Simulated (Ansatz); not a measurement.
# CH5SeSi: the cost of one run

All numbers are computed with the Python package of Ansatz 0.2.0. Level of theory: MP2/6-31G*.

### Step 1. Starting point

Bond lengths: C1–Si2 1.801 Å, Si2–Se3 2.273 Å, C1–H4 1.168 Å, C1–H5 1.102 Å, C1–H6 1.117 Å, Si2–H7 1.495 Å, Se3–H8 1.481 Å. Angles: C1–Si2–Se3 108.1°, C1–Si2–H7 110.3°, Se3–Si2–H7 110.0°, Si2–C1–H4 107.9°, Si2–C1–H5 113.3°, Si2–C1–H6 113.3°, H4–C1–H5 107.4°, H4–C1–H6 107.2°, H5–C1–H6 107.5°, Si2–Se3–H8 90.6°.

No structure file is read: the coordinates are typed or built in the script.

### Step 2. Script

Contents of run_ip.py:

```python
'''Vertical ionisation energy of CH5SeSi.'''

import ansatz as az


def energy_of(molecule, charge=0, unpaired=0):
    calc = molecule.calculation().basis(gaussian='6-31G*').correlation('mp2')
    if charge:
        calc = calc.charge(charge)
    if unpaired:
        calc = calc.spin('collinear', total=unpaired)
    return calc.run(threads=1, pin='off').report['free_energy_ev']

GEOMETRY = '''
C    -0.62330    0.76580   -0.17770
Si    1.00700   -0.00030   -0.19150
Se    0.81100   -2.09120    0.67940
H    -0.51790    1.84150   -0.62160
H    -1.04790    0.86780    0.83380
H    -1.37260    0.22170   -0.80230
H     1.96550    0.80650    0.62440
H    -0.12970   -2.46890   -0.40040
'''

mol = az.Crystal.molecule()
for line in GEOMETRY.strip().splitlines():
    symbol, *xyz = line.split()
    mol = mol.atom(symbol, [float(v) for v in xyz])

# delta-SCF style differences, no relaxation
parent = energy_of(mol, 0, 1)
cation = energy_of(mol, 1, 0)
print(f'E(N)   = {parent:.5f} eV')
print(f'E(N-1) = {cation:.5f} eV  (0 unpaired)')
print(f'vertical ionisation energy {cation - parent:.3f} eV')
```

### Step 3. The input behind the calls

The engine receives this input (first run):

```yaml
crystal:
  periodic: [false, false, false]
  atoms:
    - { symbol: C, position_ang: [-0.6233, 0.7658, -0.1777] }
    - { symbol: Si, position_ang: [1.007, -0.0003, -0.1915] }
    - { symbol: Se, position_ang: [0.811, -2.0912, 0.6794] }
    - { symbol: H, position_ang: [-0.5179, 1.8415, -0.6216] }
    - { symbol: H, position_ang: [-1.0479, 0.8678, 0.8338] }
    - { symbol: H, position_ang: [-1.3726, 0.2217, -0.8023] }
    - { symbol: H, position_ang: [1.9655, 0.8065, 0.6244] }
    - { symbol: H, position_ang: [-0.1297, -2.4689, -0.4004] }
basis:
  gaussian:
    orbitals: "6-31G*"
magnetization:
  spin_polarized: true
  initial_magnetization: 1.0
correlation:
  method: mp2
```

### Step 4. Running it

Run with:

```bash
python run_ip.py
```

Q: Estimate wall time and peak memory on 1 thread of Arm Neoverse V1, shared host.

About 4.2 s, with a peak of 0.23 GiB.
